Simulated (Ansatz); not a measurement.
# H7NOSiSn: the cost of one run

Program: Ansatz 0.2.0, driven from Python. Level of theory: r2SCAN/def2-SVP. These are calculated values, not measurements.

## Step 1: Starting point

Bond lengths: O1–Sn2 1.960 Å, Sn2–N3 2.060 Å, N3–Si4 1.847 Å, O1–H5 0.928 Å, Sn2–H6 1.760 Å, Sn2–H7 1.781 Å, N3–H8 1.081 Å, Si4–H9 1.418 Å, Si4–H10 1.465 Å, Si4–H11 1.536 Å. Angles (14 of 16 angles, heavy atoms first): O1–Sn2–N3 108.4°, Sn2–N3–Si4 105.4°, O1–Sn2–H6 111.3°, O1–Sn2–H7 108.6°, N3–Sn2–H6 109.2°, N3–Sn2–H7 110.1°, Sn2–O1–H5 107.6°, Sn2–N3–H8 105.2°, Si4–N3–H8 102.0°, N3–Si4–H9 112.9°, N3–Si4–H10 108.2°, N3–Si4–H11 105.8°, H6–Sn2–H7 109.2°, H9–Si4–H10 113.9°.

The script holds or builds the structure itself.

## Step 2: The code

Contents of h7nosisn_torsion.py:

```python
"""Energy of H7NOSiSn as one group turns about a bond."""

from dataclasses import dataclass
import warnings

import ansatz as az
from ase import Atoms


@dataclass
class Settings:
    basis_set: str = "def2-SVP"
    functional: str = "r2scan"
    fmax: float = 0.02


cfg = Settings()

warnings.simplefilter("ignore", az.DeckWarning)

atoms = Atoms(["O", "Sn", "N", "Si", "H", "H", "H", "H", "H", "H", "H"], positions=[
    [-1.5185, 1.4004, 1.2285],
    [-0.4406, 1.3319, -0.4076],
    [-0.3692, -0.6209, -1.0586],
    [0.6297, -1.5242, 0.2061],
    [-0.9982, 1.0666, 1.921],
    [-1.1354, 2.3385, -1.6732],
    [1.2014, 1.912, -0.0326],
    [0.2987, -0.6115, -1.9086],
    [1.8841, -0.9126, 0.4589],
    [0.7251, -2.9271, -0.2046],
    [-0.2115, -1.5101, 1.4913],
])

# relax first, so that the scan starts from a minimum
first = (
    az.Crystal.molecule_from_ase(atoms).calculation()
    .basis(gaussian=cfg.basis_set)  # the orbital basis, by name
    .functional(cfg.functional)
    .relax(force_tolerance=cfg.fmax, max_steps=80)  # relax until the tolerances are met
)
atoms.positions = first.run(threads=1, backend="cpu").report["positions_ang"]

start = atoms.get_dihedral(3, 2, 1, 0)
energies = {}
for turn in range(0, 360, 40):
    turned = atoms.copy()
    turned.set_dihedral(3, 2, 1, 0, start + turn, indices=[0, 1, 4, 5, 6])
    calc = (
        az.Crystal.molecule_from_ase(turned).calculation()
        .basis(gaussian=cfg.basis_set)
        .functional(cfg.functional)
    )
    energies[round((start + turn) % 360)] = calc.run(threads=1, backend="cpu").report["free_energy_ev"]
floor = min(energies.values())
print("dihedral Si3-N2-Sn1-O0 (deg)   E - E(min) (kcal/mol)")
for angle, e in sorted(energies.items()):
    print(f"{angle:8d} {23.060548 * (e - floor):14.3f}  " + "#" * int(30 * (e - floor) / max(max(energies.values()) - floor, 1e-9)))
```

## Step 3: The run

The run is started by

```bash
$ python h7nosisn_torsion.py
```

Q: Estimate wall time and peak memory on 1 thread of Arm Neoverse V2, shared host.

About 4.9 min, with a peak of 0.25 GiB.
